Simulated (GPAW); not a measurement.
Runs of GPAW 26.7.0 on HfO2. It takes space group Fm-3m (No. 225, cubic). Conventional cell: a = 5.115 Å, b = 5.115 Å, c = 5.115 Å, α = 90.00°, β = 90.00°, γ = 90.00°. Hf (site symmetry m-3m) is surrounded by 8 O at 2.21 Å. Around O (site symmetry -43m) lie 4 Hf at 2.21 Å. Measurements of this composition are mostly on another form, of space group No. 14.

| task | level | potentials or basis | U | k mesh | band path | band points | gap on the mesh (eV) | pressure (GPa) |
| --- | --- | --- | --- | --- | --- | --- | --- | --- |
| band structure | PBEsol+U | PAW data sets generated in the run's folder for this functional, pw | Hf d U = 8 eV | 9 × 9 × 9 | GXWKGLUWLK,UX | 80 | 4.98 | 13.1 |
| band structure | PBEsol+U | PAW data sets generated in the run's folder for this functional, pw | Hf d U = 3 eV | 9 × 9 × 9 | GXWKGLUWLK,UX | 80 | (b) | -2.2 |
| band structure | PBEsol+U | PAW data sets generated in the run's folder for this functional, pw | Hf d U = 4 eV | 9 × 9 × 9 | GXWKGLUWLK,UX | 80 | 4.47 | (a) |
| band structure | PBEsol+U | PAW data sets generated in the run's folder for this functional, pw | Hf d U = 6 eV | 9 × 9 × 9 | GXWKGLUWLK,UX | 80 | 4.80 | 6.7 |
| band structure | PBEsol+U | PAW data sets generated in the run's folder for this functional, pw | Hf d U = 1 eV | 9 × 9 × 9 | GXWKGLUWLK,UX | 80 | 3.90 | -7.7 |
| band structure | PBEsol+U | PAW data sets generated in the run's folder for this functional, pw | Hf d U = 2 eV | 9 × 9 × 9 | GXWKGLUWLK,UX | 80 | 4.09 | -5.0 |
| band structure | PBEsol | PAW data sets generated in the run's folder for this functional, pw | - | 9 × 9 × 9 | GXWKGLUWLK,UX | 80 | (c) | -10.3 |

Alike in all rows: no spin polarisation; cell as given; cutoff (eV) 800; smearing fermi-dirac 0.05 eV.

Estimate the missing entries.

(a) 0.7; (b) 4.28; (c) 3.70.

Caveats: spin-orbit coupling is left out, which moves the levels of the heavy elements; the mesh misses the band edges, which the band path finds closer together (some runs).

A k mesh can miss the band edges, and the runs leave out spin-orbit coupling on Hf.

Runs at the PBE level aren't shown here.
